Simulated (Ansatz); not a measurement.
# SrMn2As2: the cost of one run

All numbers are computed with the Python package of Ansatz 0.2.0. Level of theory: DFT LDA, plane waves, PAW.

### Step 1. The system

The structure is trigonal, space group P-3m1 (No. 164). Conventional cell: a = 4.076 Å, b = 4.076 Å, c = 7.351 Å, α = 90.00°, β = 90.00°, γ = 120.00°. Sr (site symmetry -3m) is surrounded by 6 As at 3.14 Å. Around Mn (site symmetry 3m) lie 4 As at 2.43 to 2.48 Å. Around As (site symmetry 3m) lie 4 Mn at 2.43 to 2.48 Å and 3 Sr at 3.14 Å.

srmn2as2.extxyz, read by the script:

```xyz
5
Lattice="4.07630999 0.0 0.0 -2.03815499 3.530188 0.0 0.0 0.0 7.351467" Properties=species:S:1:pos:R:3:initial_magmoms:R:1 pbc="T T T"
Sr    0.00000000    0.00000000    0.00000000  0.00
Mn    2.03815501    1.17672932    2.85003878  2.80
Mn   -0.00000002    2.35345868    4.50142822  2.80
As    2.03815501    1.17672932    5.27803719  0.00
As   -0.00000002    2.35345868    2.07342981  0.00
```

### Step 2. Script

File jij_srmn2as2.py:

```python
import warnings

import ansatz as az
import numpy as np

FUNCTIONAL = "lda"
CUTOFF_EV = 420
K_LENGTH = 25
OCCUPATIONS = "cold"
SIGMA = 0.1


def main() -> None:
    warnings.simplefilter("ignore", az.DeckWarning)

    system = az.Crystal.from_extxyz("srmn2as2.extxyz")

    job = system.calculation()
    job = job.functional(FUNCTIONAL).basis(CUTOFF_EV)
    job = job.kpoints(length=K_LENGTH).occupations(OCCUPATIONS, width=SIGMA)
    job = job.spin("collinear")
    job = job.eigenstates(nscf_kmesh=(6, 6, 3))
    job = job.exchange_couplings(magnetic=["Mn"])
    couplings = job.run().exchange_couplings().to_plain()
    for atom in couplings["atoms"]:
        print(atom["site"]["symbol"], atom["role"], "moment", round(atom["moment_mub"], 3), "muB")
    shells = {}
    for pair in couplings["pairs"]:
        key = (pair["site"], pair["partner"], round(float(np.linalg.norm(pair["displacement_ang"])), 2))
        shells.setdefault(key, []).append(1000 * pair["coupling_ev"])
    print("site partner distance (A)  count  mean J (meV)")
    for (i, j, d), values in sorted(shells.items(), key=lambda item: item[0][2])[:6]:
        print(f"{i:4d} {j:7d} {d:12.2f} {len(values):6d} {np.mean(values):13.3f}")
    print("mean-field order:", couplings["mean_field_order"])


if __name__ == "__main__":
    main()
```

### Step 3. What the engine is handed

The engine receives this input:

```yaml
crystal:
  lattice:
    - [4.07630999, 0.0, 0.0]
    - [-2.03815499, 3.530188, 0.0]
    - [0.0, 0.0, 7.351467]
  atoms:
    - { symbol: Sr, position: [0.0, 0.0, 0.0], spin: 0.0 }
    - { symbol: Mn, position: [0.6666666680491252, 0.3333333295563862, 0.3876829998692778], spin: 2.8 }
    - { symbol: Mn, position: [0.3333333294976757, 0.6666666704436138, 0.6123170001307222], spin: 2.8 }
    - { symbol: As, position: [0.6666666680491252, 0.3333333295563862, 0.7179569996029364], spin: 0.0 }
    - { symbol: As, position: [0.3333333294976757, 0.6666666704436138, 0.2820430003970636], spin: 0.0 }
basis:
  ecutwfc: 420.0
kpoints:
  mp_grid:
    grid: [7, 7, 3]
hamiltonian:
  xc: lda
magnetization:
  spin_polarized: true
scf:
  occupations:
    method: cold
    width: 0.1
output:
  eigenstates:
    nscf_kmesh:
      grid: [6, 6, 3]
    exchange_couplings:
      magnetic:
        - { species: Mn }
```

### Step 4. The run

Launch:

```console
$ python jij_srmn2as2.py
```

What time and memory should one allow on 1 thread of Arm Neoverse V1, shared host?

About 1.8 min, with a peak of 1.2 GiB.
